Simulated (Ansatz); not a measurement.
KZr2:

```xyz
3
Lattice="0.0000 3.5791 3.5791 3.5791 0.0000 3.5791 3.5791 3.5791 0.0000" Properties=species:S:1:pos:R:3 pbc="T T T"
K     0.0000    0.0000    0.0000
Zr    1.7896    1.7896    1.7896
Zr    5.3687    5.3687    5.3687
```

The cell was built by a generator and needn't be a form met in nature.

Base run:

| Item | Value |
| --- | --- |
| Program | Ansatz 0.2.0 |
| Functional | BLYP |
| Potentials or basis | Ansatz PAW |
| Cutoff | 420 eV (not typed: the program's choice for these potentials) |
| k mesh | 7 × 7 × 7 |
| Occupations | fermi-dirac, width 0.05 eV |
| Spin | no spin polarisation |

Its results: band gap on the k mesh none (metal or under the smearing width); pressure 1.8 GPa.

Question: After a change of settings the same cell gave: band gap on the k mesh none (metal or under the smearing width); pressure -0.4 GPa. Which change was it?
A. functional from BLYP to PBEsol
B. functional from BLYP to revPBE
C. functional from BLYP to RPBE
D. functional from BLYP to r2SCAN; cutoff from 420 eV (not typed: the program's choice for these potentials) to 500 eV (not typed: the program's choice for these potentials)

Answer: D.

Caveats: the PAW data sets come from PBE, with cores solved anew for the run's functional, which leaves a small shift of forces and pressure.
